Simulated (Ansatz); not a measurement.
# ZrSi3: the cost of one run

Program: Ansatz 0.2.0. Level of theory: DFT PBE, scalar-relativistic, plane waves, PAW. These are calculated values, not measurements.

1 further run of the same task is left out (it didn't finish).

### 1 Starting point

The structure is cubic, space group Pm-3m (No. 221). The conventional cell has a = 4.044 Å, b = 4.044 Å, c = 4.044 Å, α = 90.00°, β = 90.00°, γ = 90.00°. Zr (site symmetry m-3m) has 12 Si at 2.86 Å as nearest neighbours. Si (site symmetry 4/mmm) has 4 Zr at 2.86 Å and 8 Si at 2.86 Å as nearest neighbours.

Coordinates:

```cif
data_structure
_symmetry_space_group_name_H-M 'Pm-3m'
_symmetry_Int_Tables_number 221
_cell_length_a 4.0443
_cell_length_b 4.0443
_cell_length_c 4.0443
_cell_angle_alpha 90.000
_cell_angle_beta 90.000
_cell_angle_gamma 90.000
_cell_volume 66.15
loop_
_atom_site_label
_atom_site_type_symbol
_atom_site_symmetry_multiplicity
_atom_site_Wyckoff_symbol
_atom_site_fract_x
_atom_site_fract_y
_atom_site_fract_z
_atom_site_occupancy
Zr1 Zr 1 a 0.00000 0.00000 0.00000 1
Si1 Si 3 c 0.00000 0.50000 0.50000 1
```

### 2 The first run

Input file input.yaml:

```yaml
crystal:
  lattice:
    - [4.0442992497, 0.0, 0.0]
    - [0.0, 4.0442992497, 0.0]
    - [0.0, 0.0, 4.0442992497]
  atoms:
    - { symbol: Zr, position: [0.0, 0.0, 0.0] }
    - { symbol: Si, position: [0.0, 0.5, 0.5] }
    - { symbol: Si, position: [0.5, 0.5, 0.0] }
    - { symbol: Si, position: [0.5, 0.0, 0.5] }
basis:
  ecutwfc: 420
  ecutrho_ratio: 4
kpoints:
  mp_grid: { grid: [8, 8, 8] }
hamiltonian:
  xc: pbe
scf:
  occupations: { method: gaussian, width: 0.05 }
output:
  forces: true
  stress: true
  eigenvalues: true
```

Launch:

```sh
ansatz run input.yaml --threads 2 --pin off --max-ram 2662MiB --backend cpu --events-out ev --progress --plain --runs-dir out
```

What time and memory should one allow on 2 threads of Arm Neoverse V2, shared host?

About 1.1 s, with a peak of 0.34 GiB.
